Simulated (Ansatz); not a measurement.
# BBrClFH2O: the cost of one run

Program: Ansatz 0.2.0. Level of theory: RKS BHLYP/def2-SVP. These are calculated values, not measurements.

1 further run of the same task is left out (it didn't finish).

## (1) The structure to begin with

Bond lengths: B1–F2 1.670 Å, B1–Cl3 1.860 Å, B1–O4 1.410 Å, O4–H5 1.010 Å, B1–Br6 2.340 Å, Br6–H7 1.506 Å. Angles: F2–B1–Cl3 120.0°, F2–B1–O4 120.0°, F2–B1–Br6 71.6°, Cl3–B1–O4 120.0°, Cl3–B1–Br6 88.5°, O4–B1–Br6 110.0°, B1–O4–H5 109.5°, B1–Br6–H7 58.3°.

Coordinates:

```xyz
7

B     0.0000    0.0000    0.0000
F     0.0000    0.0000    1.6700
Cl    1.6108    0.0000   -0.9300
O    -1.2211    0.0000   -0.7050
H    -1.7308   -0.8467   -0.4965
Br    0.4991    2.1638    0.7379
H     0.2395    1.0384    1.7044
```

## (2) Pulling towards end A

Springs on the bonds that form and break draw the guess towards this end; the thresholds are loose.

File input.yaml:

```yaml
crystal:
  periodic: [false, false, false]
  atoms:
    - { symbol: B, position_ang: [0.0, 0.0, 0.0] }
    - { symbol: F, position_ang: [0.0, 0.0, 1.67] }
    - { symbol: Cl, position_ang: [1.6108, 0.0, -0.93] }
    - { symbol: O, position_ang: [-1.2211, 0.0, -0.705] }
    - { symbol: H, position_ang: [-1.7308, -0.8467, -0.4965] }
    - { symbol: Br, position_ang: [0.4991, 2.1638, 0.7379] }
    - { symbol: H, position_ang: [0.2395, 1.0384, 1.7044] }
basis:
  gaussian: { orbitals: def2-SVP }
hamiltonian:
  xc: { name: BHLYP }
relax:
  f_tol: 0.15
  max_steps: 25
  restrain:
    - { distance: [0, 5], at: 3.24, k: 30.0 }
    - { distance: [6, 1], at: 2.12, k: 30.0 }
    - { distance: [0, 1], at: 1.32, k: 30.0 }
    - { distance: [6, 5], at: 1.55, k: 30.0 }
```

Command:

```console
> ansatz run input.yaml --threads 2 --pin off --max-ram 3072MiB --backend cpu --events-out ev --progress --plain --runs-dir out
```

Q: Estimate wall time and peak memory on 2 threads of Arm Neoverse V1, shared host.

About 34 s, with a peak of 0.24 GiB.
